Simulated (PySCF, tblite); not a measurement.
# C5H7FSSi: a rotation path, then NMR shifts on frames, part 2 of 2

tblite 0.8.0 and PySCF 2.14.0. Atoms count from 0.

**5. NMR shieldings: image 4, PBE0/pcSseg-1**

What the job is given:

```
{"job": {"kind": "nmr", "xc": "PBE0", "basis": "pcSseg-1", "pop": false}, "charge": 0, "multiplicity": 1}
F     -3.216700     1.935500    -0.167800
C     -2.293800     0.969300    -0.167500
C     -2.515400    -0.364300    -0.117100
C     -1.297100    -1.084500    -0.129600
C     -0.188200    -0.300500    -0.196200
C      1.237100    -0.729800    -0.242000
Si     2.472000     0.716800    -0.392800
S     -0.616700     1.384500    -0.235600
H     -3.493100    -0.806500    -0.072900
H     -1.255100    -2.159400    -0.094600
H      1.365900    -1.417600    -1.082300
H      1.461100    -1.311400     0.656700
H      2.361400     1.550500     0.804500
H      3.818200     0.152200    -0.485600
H      2.156100     1.473100    -1.604700
```

With the program's defaults for keys left out, this is: GIAO PBE0/pcSseg-1 NMR shielding, non-relativistic, gas phase.

What it wrote:

```text
coarse grid: 14104 points
cycle   1  E = -981.4687489216  dE =  1.279e+00  |g| = 5.403e-01  |ddm| = 3.847e+00
cycle   2  E = -981.3954973618  dE =  7.325e-02  |g| = 7.852e-01  |ddm| = 1.022e+00
cycle   3  E = -981.5268095520  dE = -1.313e-01  |g| = 1.156e-01  |ddm| = 7.357e-01
cycle   4  E = -981.5300713055  dE = -3.262e-03  |g| = 4.933e-02  |ddm| = 1.795e-01
cycle   5  E = -981.5305629299  dE = -4.916e-04  |g| = 1.539e-02  |ddm| = 5.506e-02
cycle   6  E = -981.5306148371  dE = -5.191e-05  |g| = 5.021e-03  |ddm| = 2.186e-02
cycle   7  E = -981.5306207365  dE = -5.899e-06  |g| = 1.732e-03  |ddm| = 5.855e-03
final grid: 128920 points
cycle   8  E = -981.5859711906  dE = -2.845e-05  |g| = 8.127e-03  |ddm| = 3.819e-02
cycle   9  E = -981.5859545702  dE =  1.662e-05  |g| = 1.139e-02  |ddm| = 1.922e-02
cycle  10  E = -981.5859870945  dE = -3.252e-05  |g| = 1.330e-03  |ddm| = 1.276e-02
cycle  11  E = -981.5859875021  dE = -4.076e-07  |g| = 4.156e-04  |ddm| = 1.776e-03
cycle  12  E = -981.5859875441  dE = -4.197e-08  |g| = 1.125e-04  |ddm| = 5.344e-04
cycle  13  E = -981.5859875468  dE = -2.684e-09  |g| = 4.324e-05  |ddm| = 1.523e-04
cycle  14  E = -981.5859875472  dE = -3.984e-10  |g| = 9.994e-06  |ddm| = 4.747e-05
converged SCF energy = -981.5859875472

GIAO shielding tensors (ppm)
atom      isotropic    diamagn.    paramagn.     s11        s22        s33       span
  0 F      305.185     470.406    -165.221    223.377    299.242    392.936    169.559
  1 C       11.204     260.678    -249.475    -48.814     32.108     50.318     99.131
  2 C       74.508     258.029    -183.521      8.466     67.995    147.063    138.597
  3 C       59.130     251.291    -192.161    -24.627     57.714    144.303    168.931
  4 C       48.231     265.357    -217.126    -36.314     64.788    116.218    152.532
  5 C      176.633     247.698     -71.065    160.769    171.236    197.893     37.124
  6 Si     422.797     878.572    -455.774    402.153    405.605    460.634     58.481
  7 S      316.121    1058.250    -742.129    188.753    345.831    413.780    225.027
  8 H       25.145      29.722      -4.577     22.022     24.785     28.628      6.606
  9 H       25.026      32.784      -7.758     21.784     24.639     28.656      6.872
 10 H       29.169      29.760      -0.591     23.428     28.274     35.803     12.375
 11 H       29.170      30.095      -0.925     23.579     28.105     35.827     12.249
 12 H       27.445      28.515      -1.070     23.748     26.485     32.101      8.352
 13 H       27.767      27.688       0.079     24.055     25.396     33.850      9.795
 14 H       27.432      28.458      -1.026     23.605     26.765     31.926      8.321
```

Run time: 73 s. Hardware: 1 thread of Intel Xeon at 2.50GHz, shared host; peak memory 0.89 GiB.

Key values: δ C1 175.7, C4 138.7, C3 127.8, C2 112.4, H9 6.69, H8 6.57 ppm.

**6. Nuclear shieldings: image 6, PBE0/pcSseg-1**

What the job is given:

```
{"job": {"kind": "nmr", "xc": "PBE0", "basis": "pcSseg-1", "pop": false}, "charge": 0, "multiplicity": 1}
F     -3.297100     1.823300    -0.614000
C     -2.336900     0.910200    -0.441300
C     -2.471300    -0.310700     0.123200
C     -1.233600    -0.998800     0.151600
C     -0.200000    -0.305800    -0.393000
C      1.216100    -0.727000    -0.533400
Si     2.466500     0.676300    -0.179700
S     -0.724000     1.252900    -0.967300
H     -3.400400    -0.697100     0.498400
H     -1.126500    -1.987500     0.562600
H      1.386000    -1.085400    -1.552400
H      1.387700    -1.576900     0.129600
H      2.299800     1.125000     1.201600
H      3.809500     0.138500    -0.396400
H      2.219700     1.770900    -1.117000
```

With the program's defaults for keys left out, this is: GIAO PBE0/pcSseg-1 NMR shielding, non-relativistic, gas phase.

What it wrote:

```text
coarse grid: 14104 points
cycle   1  E = -981.4729010357  dE =  1.267e+00  |g| = 5.395e-01  |ddm| = 3.836e+00
cycle   2  E = -981.4006744083  dE =  7.223e-02  |g| = 7.827e-01  |ddm| = 1.022e+00
cycle   3  E = -981.5307771237  dE = -1.301e-01  |g| = 1.147e-01  |ddm| = 7.287e-01
cycle   4  E = -981.5339876301  dE = -3.211e-03  |g| = 4.897e-02  |ddm| = 1.801e-01
cycle   5  E = -981.5344723200  dE = -4.847e-04  |g| = 1.499e-02  |ddm| = 5.381e-02
cycle   6  E = -981.5345205694  dE = -4.825e-05  |g| = 4.904e-03  |ddm| = 2.066e-02
cycle   7  E = -981.5345262064  dE = -5.637e-06  |g| = 1.727e-03  |ddm| = 5.782e-03
final grid: 128920 points
cycle   8  E = -981.5894033268  dE = -2.507e-05  |g| = 8.101e-03  |ddm| = 3.054e-02
cycle   9  E = -981.5893869482  dE =  1.638e-05  |g| = 1.128e-02  |ddm| = 1.923e-02
cycle  10  E = -981.5894192404  dE = -3.229e-05  |g| = 1.358e-03  |ddm| = 1.280e-02
cycle  11  E = -981.5894196693  dE = -4.289e-07  |g| = 4.089e-04  |ddm| = 1.811e-03
cycle  12  E = -981.5894197100  dE = -4.070e-08  |g| = 1.037e-04  |ddm| = 5.108e-04
cycle  13  E = -981.5894197123  dE = -2.241e-09  |g| = 4.325e-05  |ddm| = 1.451e-04
cycle  14  E = -981.5894197127  dE = -4.000e-10  |g| = 9.975e-06  |ddm| = 4.357e-05
converged SCF energy = -981.5894197127

GIAO shielding tensors (ppm)
atom      isotropic    diamagn.    paramagn.     s11        s22        s33       span
  0 F      303.692     470.071    -166.379    223.633    293.636    393.807    170.174
  1 C        9.820     261.311    -251.491    -58.006     35.889     51.577    109.582
  2 C       75.612     257.543    -181.931      9.745     69.266    147.823    138.078
  3 C       61.532     251.005    -189.474    -17.892     61.036    141.451    159.343
  4 C       46.756     265.881    -219.124    -35.760     56.962    119.067    154.828
  5 C      172.886     247.354     -74.469    157.045    165.258    196.354     39.308
  6 Si     419.558     878.688    -459.130    398.689    402.330    457.655     58.966
  7 S      314.443    1057.892    -743.450    185.860    341.129    416.339    230.480
  8 H       25.323      29.798      -4.475     22.300     24.877     28.792      6.493
  9 H       25.170      32.752      -7.582     22.159     24.799     28.552      6.393
 10 H       29.209      29.054       0.154     24.496     27.178     35.952     11.457
 11 H       29.333      30.801      -1.468     24.008     28.736     35.254     11.246
 12 H       27.854      28.604      -0.750     24.711     26.071     32.781      8.070
 13 H       27.713      27.931      -0.218     24.094     25.213     33.833      9.739
 14 H       27.496      28.721      -1.225     23.083     27.814     31.592      8.510
```

Wall time 76 s (1 thread of Intel Xeon at 2.50GHz, shared host); peak memory 0.89 GiB.

Key values: δ C1 177.1, C4 140.2, C3 125.4, C2 111.3, H9 6.55, H8 6.39 ppm.

**7. Nuclear shieldings: image 8, PBE0/pcSseg-1**

What the job is given:

```
{"job": {"kind": "nmr", "xc": "PBE0", "basis": "pcSseg-1", "pop": false}, "charge": 0, "multiplicity": 1}
F     -3.478700     1.519900    -0.978000
C     -2.420900     0.764300    -0.668400
C     -2.337700    -0.144700     0.329300
C     -1.061500    -0.758000     0.359500
C     -0.212300    -0.315500    -0.604800
C      1.199600    -0.692700    -0.833000
Si     2.392600     0.538600     0.027600
S     -0.963800     0.904500    -1.595400
H     -3.141800    -0.367400     1.005600
H     -0.792200    -1.513800     1.075300
H      1.412200    -0.713400    -1.901800
H      1.367300    -1.697200    -0.443400
H      2.094600     0.530800     1.459300
H      3.759400     0.082300    -0.224600
H      2.178600     1.870300    -0.534700
```

Method: GIAO PBE0/pcSseg-1 NMR shielding, non-relativistic, gas phase.

What it wrote:

```text
coarse grid: 14104 points
cycle   1  E = -981.4732899005  dE =  1.256e+00  |g| = 5.402e-01  |ddm| = 3.826e+00
cycle   2  E = -981.4007418702  dE =  7.255e-02  |g| = 7.835e-01  |ddm| = 1.020e+00
cycle   3  E = -981.5314305634  dE = -1.307e-01  |g| = 1.150e-01  |ddm| = 7.228e-01
cycle   4  E = -981.5346617982  dE = -3.231e-03  |g| = 4.859e-02  |ddm| = 1.781e-01
cycle   5  E = -981.5351369456  dE = -4.751e-04  |g| = 1.488e-02  |ddm| = 5.293e-02
cycle   6  E = -981.5351842398  dE = -4.729e-05  |g| = 4.801e-03  |ddm| = 2.036e-02
cycle   7  E = -981.5351896493  dE = -5.409e-06  |g| = 1.732e-03  |ddm| = 5.682e-03
final grid: 128920 points
cycle   8  E = -981.5910772158  dE = -2.806e-05  |g| = 8.147e-03  |ddm| = 3.242e-02
cycle   9  E = -981.5910599958  dE =  1.722e-05  |g| = 1.151e-02  |ddm| = 1.921e-02
cycle  10  E = -981.5910932883  dE = -3.329e-05  |g| = 1.340e-03  |ddm| = 1.273e-02
cycle  11  E = -981.5910936993  dE = -4.110e-07  |g| = 4.120e-04  |ddm| = 1.796e-03
cycle  12  E = -981.5910937399  dE = -4.065e-08  |g| = 1.113e-04  |ddm| = 4.907e-04
cycle  13  E = -981.5910937424  dE = -2.523e-09  |g| = 4.525e-05  |ddm| = 1.480e-04
cycle  14  E = -981.5910937429  dE = -4.547e-10  |g| = 1.031e-05  |ddm| = 4.488e-05
converged SCF energy = -981.5910937429

GIAO shielding tensors (ppm)
atom      isotropic    diamagn.    paramagn.     s11        s22        s33       span
  0 F      304.917     469.533    -164.616    225.759    295.359    393.633    167.873
  1 C       10.774     261.590    -250.816    -55.499     38.256     49.565    105.064
  2 C       75.470     256.885    -181.415     10.521     68.933    146.957    136.436
  3 C       63.540     251.924    -188.384    -15.997     61.619    144.997    160.994
  4 C       46.355     265.493    -219.138    -35.480     51.861    122.685    158.164
  5 C      171.235     248.246     -77.012    156.402    161.091    196.211     39.809
  6 Si     409.357     879.006    -469.649    367.953    398.266    461.853     93.900
  7 S      313.882    1057.411    -743.529    187.310    352.981    401.355    214.045
  8 H       25.332      29.974      -4.642     22.332     24.918     28.747      6.416
  9 H       25.236      33.308      -8.072     22.298     24.799     28.611      6.313
 10 H       29.430      29.514      -0.083     24.113     28.808     35.370     11.257
 11 H       29.245      30.456      -1.211     24.319     28.141     35.276     10.957
 12 H       27.914      29.094      -1.180     24.397     26.908     32.436      8.039
 13 H       27.590      28.278      -0.688     24.369     24.695     33.706      9.337
 14 H       27.777      28.801      -1.023     23.823     27.590     31.919      8.095
```

Run time: 75 s. Hardware: 1 thread of Intel Xeon at 2.50GHz, shared host; peak memory 0.89 GiB.

This run: δ C1 176.2, C4 140.6, C3 123.4, C2 111.5, H9 6.48, H8 6.38 ppm.

**8. Run by run: NMR shifts**

Shifts (ppm) of some atoms, chosen among heavy atoms and hydrogens apart, with basis size and wall time:

```tsv
frame	C4	C3	C5	H12	H14	Si6	S7	functions	time
image 0	140.6	123.3	15.7	3.95	3.80	-60.2	189	185	69 s
image 2	140.8	125.0	14.4	4.22	3.84	-69.2	188	185	62 s
image 4	138.7	127.8	10.3	4.27	4.28	-73.6	188	185	73 s
image 6	140.2	125.4	14.0	3.86	4.22	-70.4	189	185	76 s
image 8	140.6	123.4	15.7	3.80	3.94	-60.2	190	185	75 s
```

**9. Outcome**

The summary covers parts 1 to 2.

```
                                         quantity                                         value
                                          barrier            0.103 eV (2.4 kcal/mol) at image 4
                            end to end (GFN2-xTB)                                      0.000 eV
  13C shifts against TMS (PBE0/pcSseg-1, image 0)          176.1, 140.6, 123.3, 111.5, 15.7 ppm
   1H shifts against TMS (PBE0/pcSseg-1, image 0)  6.48, 6.38, 4.12, 3.95, 3.80, 2.48, 2.29 ppm
19F shifts against CFCl3 (PBE0/pcSseg-1, image 0)                                    -134.1 ppm
 29Si shifts against TMS (PBE0/pcSseg-1, image 0)                                     -60.2 ppm
  33S shifts against CS2 (PBE0/pcSseg-1, image 0)                                       189 ppm
                        range of the shift of Si6                            -73.6 to -60.2 ppm
```

In words: Along the band the dihedral turns by 165°, and the top (dihedral -2°) lies 2.4 kcal/mol above the start (GFN2-xTB, rough), so at room temperature this motion is fast. The top was not checked by a frequency run. Shifts at one fixed geometry are not the observed spectrum, which averages over the motion. In the first frame run (image 0): The largest span, 214 ppm, is at S7, where the paramagnetic term is -743 ppm. NICS(1)zz of -20 ppm above the planar ring from C1 marks a diatropic (aromatic) ring current. Across the 5 runs the shift of Si6 moves most, between -73.6 (image 4) and -60.2 ppm (image 8).
